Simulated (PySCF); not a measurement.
# RuSH₂: structure of the quintet

The task is one start of a wider search on RuSH₂: the quintet, from a T-shaped (ligand arrangement 1) start. It is relaxed, tested by its Hessian and followed downhill if it is a saddle.

Computed with PySCF 2.14.0. Level: PBE0, basis Ru def2-TZVP with ECP28, S def2-TZVP, H def2-TZVP, scalar-relativistic core potentials, no spin–orbit coupling, density fitting.

### Step 1. The starting structure

4 atoms, charge 0, spin multiplicity 5.

Bond lengths: Ru1–S2 2.080 Å, Ru1–H3 1.570 Å, Ru1–H4 1.570 Å. Angles: S2–Ru1–H3 88.0°, S2–Ru1–H4 176.0°, H3–Ru1–H4 88.0°.

```xyz
4
charge 0 multiplicity 5
Ru    0.0000    0.0000    0.0000
S    -2.0787    0.0000    0.0726
H     0.0000    0.0000    1.5700
H     1.5690    0.0000    0.0548
```

### Step 2. The SCF at the typed geometry

One driver script runs all steps and calls PySCF; scf.py shows how it sets up the SCF of each step. The optimiser is the driver's own. After this first run the driver tries any further starts and a stability analysis.

Input file scf.py:

```python
from pyscf import gto, scf, dft
mol = gto.M(atom='''
Ru     0.000000     0.000000     0.000000
S     -2.078700     0.000000     0.072600
H      0.000000     0.000000     1.570000
H      1.569000     0.000000     0.054800''',
    basis={'Ru': 'def2-TZVP', 'S': 'def2-TZVP', 'H': 'def2-TZVP'},
    ecp={'Ru': 'def2-TZVP'},
    charge=0, spin=4)
mf = dft.UKS(mol, xc='PBE0')
mf.grids.atom_grid = (50, 194)
aux = {'Ru': 'def2-universal-JKFIT', 'S': 'def2-universal-JKFIT', 'H': 'def2-universal-JKFIT'}
mf = mf.density_fit(auxbasis=aux)
mf.conv_tol = 1e-08
mf.diis_space = 10
mf.max_cycle = 60
mf.init_guess = 'minao'
mf.verbose = 4
mf.kernel()
```

Launch:

```bash
$ OMP_NUM_THREADS=2 python axn.py task.json out
```

The log of the run:

```text
init E= -486.226095047845
[... the frontier-level lines of each cycle are left out ...]
cycle= 1 E= -492.940406845209  delta_E= -6.71  |g|= 1.57  |ddm|= 2.98
cycle= 2 E= -484.073136562964  delta_E= 8.87  |g|= 3.29  |ddm|= 10.4
cycle= 3 E= -493.588787165447  delta_E= -9.52  |g|= 0.862  |ddm|= 10.4
cycle= 4 E= -493.701308275421  delta_E= -0.113  |g|= 0.732  |ddm|= 0.991
cycle= 5 E= -494.018134772535  delta_E= -0.317  |g|= 0.185  |ddm|= 0.625
cycle= 6 E= -494.028696459774  delta_E= -0.0106  |g|= 0.114  |ddm|= 0.144
cycle= 7 E= -494.032879998019  delta_E= -0.00418  |g|= 0.0636  |ddm|= 0.0563
cycle= 8 E= -494.035048422995  delta_E= -0.00217  |g|= 0.0265  |ddm|= 0.0495
cycle= 9 E= -494.035506944812  delta_E= -0.000459  |g|= 0.00502  |ddm|= 0.0339
cycle= 10 E= -494.035532005514  delta_E= -2.51e-05  |g|= 0.00354  |ddm|= 0.00875
cycle= 11 E= -494.035543456126  delta_E= -1.15e-05  |g|= 0.00199  |ddm|= 0.00457
cycle= 12 E= -494.035550915065  delta_E= -7.46e-06  |g|= 0.000512  |ddm|= 0.0057
cycle= 13 E= -494.03555267174  delta_E= -1.76e-06  |g|= 0.000278  |ddm|= 0.00317
cycle= 14 E= -494.035553367803  delta_E= -6.96e-07  |g|= 0.000203  |ddm|= 0.00204
cycle= 15 E= -494.035553713817  delta_E= -3.46e-07  |g|= 5.15e-05  |ddm|= 0.00222
cycle= 16 E= -494.035553727958  delta_E= -1.41e-08  |g|= 2.43e-05  |ddm|= 0.000392
cycle= 17 E= -494.035553729147  delta_E= -1.19e-09  |g|= 1.33e-05  |ddm|= 9.72e-05
Extra cycle  E= -494.035553728684  delta_E= 4.63e-10  |g|= 3.56e-05  |ddm|= 3.69e-05
converged SCF energy = -494.035553728684  <S^2> = 6.0224201  2S+1 = 5.00896
```

This step, with its further starts and checks, ran for 16 s (2 threads of Arm Neoverse V1, shared host).

Energies from each starting density:

| start | energy (Eh) |
| --- | --- |
| the minimal-basis guess | -494.035554 |
| a thermally smeared density | -494.062156 |
| a smeared PBE density | -494.062156 |

The first run landed in a state that is too high. Following the other starts and the instabilities gains 69.8 kJ/mol (-494.06216 Eh), and the work goes on from there.

### Step 3. Relaxation: T-shaped (ligand arrangement 1) start, quintet

The program finds Cs symmetry in the start, which this walk keeps.

Changes to scf.py since step 2:

```diff
@@ -3,4 +3,4 @@
-Ru     0.000000     0.000000     0.000000
-S     -2.078700     0.000000     0.072600
-H      0.000000     0.000000     1.570000
-H      1.569000     0.000000     0.054800''',
+Ru     0.477431     0.000000    -0.029131
+S     -1.601269     0.000000     0.043469
+H      0.477431     0.000000     1.540869
+H      2.046431     0.000000     0.025669''',
@@ -17 +16,0 @@
-mf.init_guess = 'minao'
```

Energy and gradient, step by step:

| step | energy (Eh) | change (kJ/mol) | largest symmetric gradient (Eh/bohr) |
| --- | --- | --- | --- |
| 0 | -494.062156 | 0.00 | 0.04620 |
| 1 | -494.069337 | -18.85 | 0.01399 |
| 2 | -494.070209 | -21.14 | 0.00926 |
| 3 | -494.070648 | -22.30 | 0.00386 |
| 4 | -494.070982 | -23.17 | 0.00596 |
| 5 | -494.071382 | -24.22 | 0.00809 |
| 6 | -494.071853 | -25.46 | 0.00987 |
| 7 | -494.072768 | -27.86 | 0.00888 |
| 8 | -494.075188 | -34.22 | 0.01597 |
| 9 | -494.087615 | -66.84 | 0.02500 |
| 10 | -494.088378 | -68.85 | 0.03718 |
| 11 | -494.092171 | -78.81 | 0.01969 |
| 12 | -494.094149 | -84.00 | 0.01002 |
| 13 | -494.095762 | -88.23 | 0.00637 |
| 14 | -494.096315 | -89.69 | 0.00646 |
| 15 | -494.096731 | -90.78 | 0.00580 |
| 16 | -494.096923 | -91.28 | 0.00508 |
| 17 | -494.097207 | -92.03 | 0.00515 |
| 18 | -494.097602 | -93.07 | 0.00502 |
| 19 | -494.097911 | -93.88 | 0.00228 |
| 20 | -494.098006 | -94.13 | 0.00290 |
| 21 | -494.098052 | -94.25 | 0.00286 |
| 22 | -494.098065 | -94.28 | 0.00156 |
| 23 | -494.098072 | -94.30 | 0.00049 |
| 24 | -494.098073 | -94.30 | 0.00024 |

The walk took 86 s.

Positions (Å) and forces (eV/Å) along the way:

```
step 0
Ru   0.477   0.000  -0.029   0.059   0.000  -0.468
S   -1.601   0.000   0.043  -2.377   0.000   0.049
H    0.477   0.000   1.541   0.227   0.000   0.174
H    2.046   0.000   0.026   2.091   0.000   0.245
step 1
Ru   0.479   0.000  -0.038  -0.673   0.000  -0.204
S   -1.682   0.000   0.043  -0.236   0.000  -0.022
H    0.494   0.000   1.536   0.191   0.000   0.053
H    2.110   0.000   0.040   0.719   0.000   0.173
step 12
Ru   0.134   0.000  -0.114  -0.515   0.000   0.292
S   -1.970   0.000  -0.155   0.126   0.000  -0.220
H    1.337   0.000   1.230   0.272   0.000  -0.206
H    1.899   0.000   0.620   0.116   0.000   0.133
step 24
Ru  -0.090   0.000   0.261  -0.005   0.000  -0.008
S   -2.052   0.000  -0.444   0.007   0.000   0.002
H    1.648   0.000   1.254   0.010   0.000  -0.003
H    1.894   0.000   0.510  -0.013   0.000   0.008
```

It settles in Cs symmetry, 94.3 kJ/mol below the start, after 24 steps: H–H 0.783 Å, Ru–H 2.000 Å, Ru–H 2.002 Å, Ru–S 2.085 Å; H–H–Ru 78.6°, H–H–Ru 78.9°, H–Ru–H 22.6°, H–Ru–S 167.4°, H–Ru–S 170.0°.

### Step 4. Is it a minimum? Harmonic modes

The point is checked on the finer grid, and tightened if its gradient asks for it. The Hessian and the dipole derivatives come from central differences of analytic gradients, with steps of 0.02 bohr.

Changes to scf.py since step 3:

```diff
@@ -3,4 +3,4 @@
-Ru     0.477431     0.000000    -0.029131
-S     -1.601269     0.000000     0.043469
-H      0.477431     0.000000     1.540869
-H      2.046431     0.000000     0.025669''',
+Ru     0.436195     0.000000     0.150949
+S     -1.534682     0.000000    -0.531090
+H      2.162443     0.000000     1.162621
+H      2.418513     0.000000     0.422657''',
@@ -11 +11 @@
-mf.grids.atom_grid = (50, 194)
+mf.grids.atom_grid = (75, 302)
@@ -14 +14 @@
-mf.conv_tol = 1e-08
+mf.conv_tol = 1e-10
```

The driver hands on the density of the step before, so the log starts near convergence.

Log of the central SCF (cycles and frontier levels):

```text
init E= -494.097998718993
[... the frontier-level lines of each cycle are left out ...]
cycle= 1 E= -494.097998718997  delta_E= -3.64e-12  |g|= 2.33e-07  |ddm|= 1.15e-06
Extra cycle  E= -494.097998718994  delta_E= 3.07e-12  |g|= 1.97e-07  |ddm|= 7.12e-07
converged SCF energy = -494.097998718994  <S^2> = 6.0116404  2S+1 = 5.004654
```

The whole step took 93 s.

Geometry: C2v; H–H 0.783 Å, Ru–H 2.001 Å (×2), Ru–S 2.086 Å; H–H–Ru 78.7° (×2), H–Ru–H 22.6°, H–Ru–S 168.7° (×2).

Modes, for the most abundant isotopes:

| symmetry | ω (cm⁻¹) | IR (km/mol) |
| --- | --- | --- |
| b2 | 54 | 1.2 |
| b1 | 190 | 3.2 |
| a1 | 502 | 6.8 |
| a1 | 653 | 94.3 |
| b2 | 1083 | 19.5 |
| a1 | 3817 | 137 |

Every mode is real; the point is a minimum.

Constants and moments:

| Quantity | Value |
| --- | --- |
| Dipole moment | 4.57 D |
| Highest occupied level | -6.27 eV |
| Lowest empty level | -3.03 eV |
| Rotational constants | 54.56, 0.143, 0.1426 cm⁻¹ |
| Zero-point energy | 37.7 kJ/mol |
| Principal polarisabilities | 43.1, 45.7, 95.1 bohr³ |
| Atomisation energy without zero-point energy | 861 kJ/mol |
| Principal traceless quadrupole moments about the centre of mass | -1.35, -0.63, 1.99 D Å |
| Entropy at 298.15 K and 1 bar (electronic part: spin only) | 294.4 J/(mol K) |
| Heat capacity Cp at 298.15 K | 59.6 J/(mol K) |
| Enthalpy at 298.15 K above 0 K | 14.60 kJ/mol |
| Rotational symmetry number | 2 |
| Spin squared ⟨S²⟩ | 6.012 |

Populations by atom (charges in e):

| atom | Mulliken | Löwdin | polar tensor | spin (Mulliken) | Mayer order to Ru1 |
| --- | --- | --- | --- | --- | --- |
| Ru1 | 0.31 | -0.21 | 0.27 | 3.02 | – |
| S2 | -0.44 | 0.02 | -0.49 | 0.97 | 2.06 |
| H3,4 | 0.06 | 0.10 | 0.11 | 0.01 | 0.20 |

Mulliken populations on Ru1 (outside its core potential): s 2.54, p 6.19, d 6.94, f 0.00.

### Step 5. Outcome

```
                                          quantity                                                                                              value
                                           minimum                                                                                       quintet, C2v
                                          geometry  H–H 0.783 Å, Ru–H 2.001 Å (×2), Ru–S 2.086 Å; H–H–Ru 78.7° (×2), H–Ru–H 22.6°, H–Ru–S 168.7° (×2)
                                wavenumbers (cm⁻¹)                                        54 (b2), 190 (b1), 502 (a1), 653 (a1), 1083 (b2), 3817 (a1)
                                     dipole moment                                                                                             4.57 D
highest occupied, lowest empty level (either spin)                                                                                    -6.27, -3.03 eV
                        polar-tensor charge of Ru1                                                                                            +0.27 e
                                 zero-point energy                                                                                        37.7 kJ/mol
                               entropy at 298.15 K                                                                                    294.4 J/(mol K)
         atomisation energy (no zero-point energy)                                                                                         861 kJ/mol
                                              ⟨S²⟩                                                                                              6.012
```

In words: From Cs at the start the molecule goes to a C2v minimum. The strongest infrared band lies at 3817 cm⁻¹ (a1). Most of the spin sits on Ru1 (Mulliken spin 3.02, against 4 for the whole molecule). The first SCF alone would have been 70 kJ/mol too high. Only this shape and spin were tried, so other structures or states may lie lower. One determinant may miss the lowest occupation of an open d or f shell.

The search up to here took 3.2 min.
